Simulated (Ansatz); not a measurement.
The system is MoPt3.

```xyz
4
Lattice="1.4001 0.8084 9.2275 -1.4001 0.8084 9.2275 0.0000 -1.6167 9.2275" Properties=species:S:1:pos:R:3 pbc="T T T"
Pt    0.0000    0.0000    7.0108
Pt    0.0000    0.0000   13.8413
Pt    0.0000    0.0000   20.6717
Mo    0.0000    0.0000    0.0000
```

The cell comes from a database or a generator and needn't be the stable form of this composition.

Base run:

```yaml
Program: Ansatz 0.2.0
Functional: PBEsol
Potentials_or_basis: all-electron LAPW, scalar-relativistic
Cutoff: 245 eV
Density_cutoff: 980 eV
Basis_error_allowed: 0.002 eV/atom
k_mesh: 11 × 11 × 11
Occupations: fermi-dirac, width 0.05 eV
Spin: no spin polarisation
```

Its results: pressure -10.8 GPa.

The run is repeated on the same cell with these changes: functional from PBEsol to LDA. What comes out?

Pressure -15.7 GPa.

LDA binds more tightly than PBEsol, so the same cell stands under less pressure.

Not every run made on this cell is shown here.
